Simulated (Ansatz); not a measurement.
**K+ with CH₄: structure and interaction energy**

One table from this session's results is given with a row withheld; the runs are named, their logs left out.

Program: Ansatz 0.2.0, Gaussian basis. Level of theory: PBE0-D4 structure, single points in def2-TZVPPD. These are calculated values, not measurements.

Levels: PBE-D4, revPBE-D4, BLYP-D4, r2SCAN-D4, B97M-V, PBE0-D4, B3LYP-D4, HSE06-D4, wB97X-V, wB97M-V, B2PLYP, Hartree-Fock, MP2, CCSD, CCSD(T). The reference is CCSD(T) extrapolated to the basis limit. For elements past Ar these valence bases correlate outer-core shells poorly and lack relativity, so that limit is rough.

Correlated methods freeze the cores. The outer core shell of Li, Na, Mg and K is correlated. B3LYP uses VWN-RPA correlation. B2PLYP carries no dispersion term here.

163 further runs of the same task are left out: 163 set aside as unsound or not needed.

## The starting structure

The pair, from a GFN2-xTB docking trial: 6 atoms, charge 1, spin multiplicity 1.

Atoms are counted from 1 here; the program's logs count them from 0.

Bond lengths: C2–H3 1.097 Å, C2–H4 1.083 Å, C2–H5 1.083 Å, C2–H6 1.098 Å. Angles: H3–C2–H4 108.8°, H3–C2–H5 107.7°, H3–C2–H6 114.4°, H4–C2–H5 109.0°, H4–C2–H6 109.1°, H5–C2–H6 107.8°.

As a file:

```xyz
6
charge 1, multiplicity 1
K    -0.03090    0.00930   -3.00400
C     0.00710    0.00160    0.58640
H     0.77830   -0.50510   -0.00710
H     0.45370    0.85210    1.08590
H    -0.34750   -0.69930    1.33270
H    -0.86070    0.34130    0.00610
```

Atoms 1 to 1 are fragment A (K+), the rest fragment B (CH₄).

Set-up of the first run:

Contents of pre/in.yaml:

```yaml
crystal:
  periodic: [false, false, false]
  atoms:
    - {symbol: K, position_ang: [-0.030900, 0.009300, -3.004000]}
    - {symbol: C, position_ang: [0.007100, 0.001600, 0.586400]}
    - {symbol: H, position_ang: [0.778300, -0.505100, -0.007100]}
    - {symbol: H, position_ang: [0.453700, 0.852100, 1.085900]}
    - {symbol: H, position_ang: [-0.347500, -0.699300, 1.332700]}
    - {symbol: H, position_ang: [-0.860700, 0.341300, 0.006100]}
basis:
  gaussian: {orbitals: def2-SVP}
total_charge: 1
hamiltonian: {xc: pbe, dispersion: d4}
relax: {f_tol: 0.03, max_steps: 250}
```

The run is started by

```console
ansatz run in.yaml --threads 2 --pin off --events-out ev --progress --plain --max-ram 5222MiB
```

Steps of the session up to this table: A first relaxation in a small basis; Relaxation at PBE0-D4; wB97X-V/def2-TZVPPD; wB97M-V/def2-TZVPPD; B2PLYP/def2-TZVPPD; B97M-V/def2-TZVPPD; CCSD(T)/def2-TZVPPD; MP2/def2-QZVPPD; Hartree-Fock/STO-3G; SPW92/def2-SVP; wB97M-V/def2-SVP; CCSD(T)/def2-SVP; Vibrations of the pair.

One table of the session follows, with a row left open; its other results are not shown here.

```
      method  interaction (kcal/mol)
      PBE-D4                   -5.48
   revPBE-D4                   -6.74
     BLYP-D4                   -6.56
   r2SCAN-D4                   -4.20
      B97M-V                   -3.81
     PBE0-D4                   -5.14
    B3LYP-D4                   -6.04
    HSE06-D4                       ?
     wB97X-V                   -3.92
     wB97M-V                   -3.91
      B2PLYP                   -3.51
Hartree-Fock                   -2.98
         MP2                   -3.69
        CCSD                   -3.54
     CCSD(T)                   -3.62
 CCSD(T)/CBS                   -3.85
```

**Question.** Estimate the row for HSE06-D4.

The run gave: interaction (kcal/mol): -5.11. In the column «interaction (kcal/mol)» it lies between PBE0-D4 (-5.14) and r2SCAN-D4 (-4.20).

Among the levels timed on like hardware and quicker than the yardstick, those that no quicker one beats, quickest first: PBE-D4 (3.4 s, -1.63 kcal/mol); PBE0-D4 (3.8 s, -1.30 kcal/mol); HSE06-D4 (4.2 s, -1.26 kcal/mol); r2SCAN-D4 (6.3 s, -0.35 kcal/mol); B2PLYP (6.4 s, +0.33 kcal/mol); CCSD(T) (15 s, +0.23 kcal/mol); wB97X-V (15 s, -0.07 kcal/mol); B97M-V (16 s, +0.04 kcal/mol).

B97M-V reaches 0.04 kcal/mol from the reference in 16 s, where CCSD(T)/CBS took 28 s; the quickest level in the cost chart, PBE-D4, takes 3.4 s and misses by 1.63 kcal/mol.

To keep in mind: A lower arrangement may exist.
